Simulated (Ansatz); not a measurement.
**CuN+ (doublet): the correlation ladder, def2-QZVPP**

One table from this session's results is given with a row withheld; the runs are named, their logs left out.

Method: def2-QZVPP, core rule «outside noble gas», up to 10 orbitals frozen; program: Ansatz 0.2.0, Gaussian basis.

To be run: UHF; ROHF; CCSD(T) on UHF.

2 further runs of the same task are left out: 2 set aside as unsound or not needed.

### The system

The geometry is a PBE0/def2-TZVP stationary point (not a proven minimum) of the parent state, kept for this charge and spin.

2 atoms, charge 1, spin multiplicity 2.

Atoms are counted from 1 here; the program's logs count them from 0.

Bond lengths: Cu1–N2 1.739 Å.

The first run:

in.yaml reads:

```yaml
crystal:
  periodic: [false, false, false]
  atoms:
    - {symbol: Cu, position_ang: [0.000000, 0.000000, 0.000000]}
    - {symbol: N, position_ang: [0.000000, 0.000000, 1.738600]}
basis:
  gaussian: {orbitals: "def2-QZVPP.json"}
total_charge: 1
magnetization: {spin_polarized: true, initial_magnetization: 1}
hamiltonian: {xc: hf}
output: {orbitals: {seedname: orbitals}}
```

Run with:

```console
ansatz run in.yaml --threads 1 --pin off --events-out ev --progress --plain --max-ram 4096MiB --backend cpu
```

Among the steps run: UHF; ROHF; CCSD(T) on UHF.

One table of the session follows, with a row left open; its other results are not shown here.

| method | from UCCSD(T) (kcal/mol) |
| --- | --- |
| ROHF | +421.71 |
| UMP2 | -0.26 |
| UCCSD | ? |
| UCCSD(T) | 0 |

Q: Estimate the row for UCCSD from the others.

**Answer.** from UCCSD(T) (kcal/mol): +22.40. In the column «from UCCSD(T) (kcal/mol)» it lies between UCCSD(T) (0) and ROHF (+421.71).

Left out of the table: UHF (another determinant or state than the rows shown).

The program flags UCCSD(T) as in doubt (see the logs), so the zero of the table is itself unsure.

To keep in mind: The determinant is far from a pure spin state, so its energy mixes those of several spin states (harmless only where they are near-degenerate, as at dissociation). The program flags UCCSD(T) as in doubt, so the zero of the table is itself unsure. Warnings: spin contamination; coupled cluster took another determinant than the lowest.
